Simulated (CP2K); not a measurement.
The system is WF.

```
W F
1.0
     5.30927    0.00000    0.00000
     4.60648    2.63983    0.00000
     4.60648    1.22636    2.33768
W F
1 1
Direct
  0.81412 0.81412 0.81412
  0.93712 0.93712 0.93712
```

The cell was built by a generator and needn't be a form met in nature.

Base run:

* Program: CP2K 2026.2
* Functional: PBE
* Potentials or basis: POTENTIAL_UZH W GTH-PBE-q14, F GTH-PBE-q7; TZVP-MOLOPT-PBE-GTH basis
* Density cutoff: 10204 eV
* k mesh: 11 × 11 × 11
* Occupations: fermi-dirac, width 0.01 eV
* Spin: no spin polarisation

Its results: band gap on the k mesh none (metal or under the smearing width); pressure -0.8 GPa; largest force 0.265 eV/Å.

Problem. The run is repeated on the same cell with these changes: functional from PBE to PBEsol; occupations from fermi-dirac, width 0.01 eV to fermi-dirac, width 0.1 eV. What comes out?

Solution. Band gap on the k mesh none (metal or under the smearing width); pressure -5.1 GPa; largest force 0.613 eV/Å.

Caveats: spin-orbit coupling is left out, which moves the levels of the heavy elements; the basis of atomic orbitals isn't converged, which shifts pressures, moduli and gaps; an odd number of electrons without spin polarisation forces a metal; a magnetic or distorted state may lie lower; the potentials were made for another functional, which shifts forces and pressure (some runs).
